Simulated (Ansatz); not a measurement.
# AlClH4N2: the cost of one run

Method: RKS r2SCANh/def2-SVP, in Ansatz 0.2.0.

## Step 1: The structure to begin with

Bond lengths: Al1–N2 2.238 Å, Al1–N3 1.720 Å, Al1–Cl5 2.024 Å, N2–H6 1.009 Å, N2–H7 1.009 Å, N3–H8 1.006 Å. Angles: Al1–N2–H6 124.3°, Al1–N2–H7 125.2°, H6–N2–H7 109.5°, N2–Al1–N3 79.6°, N2–Al1–Cl5 120.9°, N3–Al1–Cl5 159.5°, Al1–N3–H8 138.4°.

As a file:

```xyz
8

Al   -0.9390    0.2905    0.6099
N     0.8621    0.5751   -0.6881
N    -0.5164   -1.3482    0.3025
H     0.4822   -0.6423   -0.2577
Cl   -1.9789    1.8812    1.3053
H     0.8377    0.6090   -1.6965
H     1.7722    0.8642   -0.3633
H    -0.5198   -2.2296    0.7878
```

## Step 2: A restrained relaxation towards end A

Springs on the bonds that form and break draw the guess towards this end; the thresholds are loose.

Input file input.yaml:

```yaml
crystal:
  periodic: [false, false, false]
  atoms:
    - { symbol: Al, position_ang: [-0.939, 0.2905, 0.6099] }
    - { symbol: "N", position_ang: [0.8621, 0.5751, -0.6881] }
    - { symbol: "N", position_ang: [-0.5164, -1.3482, 0.3025] }
    - { symbol: H, position_ang: [0.4822, -0.6423, -0.2577] }
    - { symbol: Cl, position_ang: [-1.9789, 1.8812, 1.3053] }
    - { symbol: H, position_ang: [0.8377, 0.609, -1.6965] }
    - { symbol: H, position_ang: [1.7722, 0.8642, -0.3633] }
    - { symbol: H, position_ang: [-0.5198, -2.2296, 0.7878] }
basis:
  gaussian: { orbitals: def2-SVP }
hamiltonian:
  xc: r2scanh
relax:
  f_tol: 0.15
  max_steps: 25
  restrain:
    - { distance: [3, 1], at: 2.32, k: 30.0 }
    - { distance: [0, 1], at: 1.92, k: 30.0 }
    - { distance: [3, 2], at: 1.02, k: 30.0 }
```

Launch:

```bash
$ ansatz run input.yaml --threads 2 --pin off --max-ram 3072MiB --backend cpu --events-out ev --progress --plain --runs-dir out
```

Q: Estimate wall time and peak memory on 2 threads of Intel Xeon 6975P-C (Granite Rapids), shared host.

About 17 s, with a peak of 0.21 GiB.
